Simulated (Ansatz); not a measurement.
The system is ScTaN.

```
CELL_PARAMETERS angstrom
3.08507 0.00000 0.00000
-1.54253 2.67175 0.00000
0.00000 0.00000 10.34014
ATOMIC_POSITIONS crystal
Ta 0.33333 0.66667 0.24563
Ta 0.66667 0.33333 0.75437
Sc 0.00000 0.00000 0.00000
Sc 0.00000 0.00000 0.50000
N 0.33333 0.66667 0.62984
N 0.66667 0.33333 0.37016
```

The cell comes from a database or a generator and needn't be the stable form of this composition.

| Quantity | Value |
| --- | --- |
| Program | Ansatz 0.2.0 |
| Task | relaxation of cell and atoms |
| Functional | PBEsol |
| Dispersion | D4 |
| Potentials or basis | Ansatz PAW |
| Cutoff | 420 eV (not typed: the program's choice for these potentials) |
| k mesh | 10 × 10 × 3 |
| Occupations | fermi-dirac, width 0.05 eV |
| Spin | no spin polarisation |

At the start: volume 14.20 Å³/atom.

Q: How do energy, volume and symmetry change on relaxing?

A: It ends after 8 steps and the volume is 13.59 Å³/atom (-4.3 %); space group P-3m1 (No. 164, to 0.05 Å).

Step by step:
```csv
step,energy change (eV),largest force (eV/Å),volume (Å³)
1,0.0000,0.3554,85.23
2,-0.1058,0.0612,82.02
3,-0.1085,0.0070,81.51
4,-0.1086,0.0045,81.56
5,-0.1086,0.0005,81.56
6,-0.1037,0.0006,81.56
7,-0.1038,0.0000,81.53
8,-0.1037,0.0000,81.53
```

Final structure:
```
CELL_PARAMETERS angstrom
3.04249 0.00000 0.00000
-1.52124 2.63487 0.00000
0.00000 0.00000 10.16992
ATOMIC_POSITIONS crystal
Ta 0.33333 0.66667 0.24542
Ta 0.66667 0.33333 0.75458
Sc 0.00000 0.00000 0.00000
Sc 0.00000 0.00000 0.50000
N 0.33333 0.66667 0.62971
N 0.66667 0.33333 0.37029
```

Caveat: the plane-wave basis is chosen anew once the cell has moved, so the energies of steps on either side of that aren't comparable; pairwise dispersion overbinds metals, which lowers pressure and volume; the PAW data sets come from PBE, with cores solved anew for the run's functional, which leaves a small shift of forces and pressure.
